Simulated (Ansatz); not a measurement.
**GeIF3: a ladder of functionals and wavefunction methods**

Aim: compute GeIF3 with functionals from several rungs and with coupled cluster, and see how far each lands from CCSD(T) at the basis-set limit for the atomisation energy.

Computed with Ansatz 0.2.0, Gaussian basis. Level: functionals in def2-TZVPP, the program's frozen cores in correlated methods.

The runs, in order: LDA (SPW92), PBE-D4, revPBE-D4, BLYP-D4, r2SCAN-D4, B97M-V, PBE0-D4, B3LYP-D4, r2SCANh-D4, r2SCAN0-D4, HSE06-D4, BHLYP-D4, CAM-B3LYP-D4, LC-ωPBE, ωB97X-V, ωB97M-V, B2PLYP, PBE-QIDH; CCSD(T)/def2-SVP; CCSD(T)/def2-TZVPP; MP2/def2-QZVPP; extrapolation to the limit; RPA on PBE.

### Step 1. The relaxed structure

The geometry comes from an earlier relaxation with PBE0-D4 in a triple-zeta def2 set; it is a stationary point. I takes the def2 core potential; no spin-orbit term is included.

SMILES `[F][Ge]([F])([F])[I]`, 5 atoms, charge 0, spin multiplicity 1.

Atoms are counted from 1 here; the program's logs count them from 0.

Bond lengths: F1–Ge2 1.705 Å, Ge2–F3 1.705 Å, Ge2–F4 1.705 Å, Ge2–I5 2.443 Å. Angles: F1–Ge2–F3 106.5°, F1–Ge2–F4 106.5°, F1–Ge2–I5 112.3°, F3–Ge2–F4 106.5°, F3–Ge2–I5 112.3°, F4–Ge2–I5 112.3°.

### Step 2. LDA

This LDA is Slater exchange with PW92 correlation.

File in.yaml:

```yaml
crystal:
  periodic: [false, false, false]
  atoms:
    - {symbol: F, position_ang: [0.579950, -0.170686, 1.634212]}
    - {symbol: Ge, position_ang: [0.020284, -0.108496, 0.024839]}
    - {symbol: F, position_ang: [-1.449427, -0.972161, -0.009819]}
    - {symbol: F, position_ang: [1.130359, -1.005363, -0.908185]}
    - {symbol: I, position_ang: [-0.231264, 2.183106, -0.782447]}
basis:
  gaussian: {orbitals: def2-TZVPP}
hamiltonian: {xc: lda}
output: {orbitals: {seedname: orbitals}}
```

The run is started by

```console
> ansatz run in.yaml --threads 4 --pin off --events-out ev --progress --plain --max-ram 10444MiB
```

Further steps of the session: PBE-D4 (GGA); revPBE-D4 (GGA); BLYP-D4 (GGA); r2SCAN-D4 (meta-GGA); B97M-V (meta-GGA); B3LYP-D4 (hybrid); r2SCANh-D4 (hybrid); r2SCAN0-D4 (hybrid); HSE06-D4 (hybrid); BHLYP-D4 (hybrid); CAM-B3LYP-D4 (range-separated); LC-ωPBE (range-separated); ωB97X-V (range-separated); ωB97M-V (range-separated); B2PLYP (double hybrid); PBE-QIDH (double hybrid); CCSD(T) in def2-SVP; CCSD(T) in def2-TZVPP; MP2 in def2-QZVPP; RPA on PBE orbitals.

Before running them: what should the planned runs give, taken together? Wanted: atomisation energy, CCSD(T)/CBS; farthest beyond LDA; mean size of error, GGA; mean size of error, meta-GGA; mean size of error, hybrid; mean size of error, range-separated; mean size of error, double hybrid; gap, smallest and largest; T1 diagnostic.

The runs gave:

| quantity | value |
| --- | --- |
| atomisation energy, CCSD(T)/CBS | 408.3 kcal/mol |
| functionals within 4.1 kcal/mol (1.0 %) | r2SCAN-D4, B97M-V, ωB97X-V |
| farthest beyond LDA | BHLYP-D4 (-35.7 kcal/mol) |
| mean size of error, GGA | 8.5 kcal/mol |
| mean size of error, meta-GGA | 2.1 kcal/mol |
| mean size of error, hybrid | 16.6 kcal/mol |
| mean size of error, range-separated | 6.8 kcal/mol |
| mean size of error, double hybrid | 9.6 kcal/mol |
| gap, smallest and largest | 4.27 eV (LDA (SPW92)), 11.50 eV (LC-ωPBE) |
| T1 diagnostic | 0.0113 |
| triples share of the correlation energy | 2.8 % |

The LDA atomisation energy is off by 76.1 kcal/mol (19 %): it overbinds. PBE-D4 is off by +7.1 kcal/mol. Double hybrids carry the basis error of their MP2 part in triple zeta, and no dispersion term here, so their miss is partly the set-up's. Taken by rung, meta-GGA functionals do best (2.1 kcal/mol on average) and hybrid ones worst beyond LDA (16.6 kcal/mol). The mean of the hybrids holds BHLYP, with half exact exchange. RPA and LDA stand outside this count. The reference freezes the cores and leaves out spin-orbit coupling and excitations past (T), and its outer-core shells are covered unevenly, so misses under about 4.1 kcal/mol can't be ranked. All levels share the lack of spin-orbit coupling, which lowers the free heavy atoms and so the true binding. Hartree-Fock recovers 66 % of the binding; the rest is correlation. CCSD(T) in def2-SVP is off by -39.3 kcal/mol, so the small basis spoils what the method gains. Orbital gaps span 4.3 to 11.5 eV; exact exchange widens them. Correlated methods include outer-core shells of Ge, I, which these sets cover unevenly.
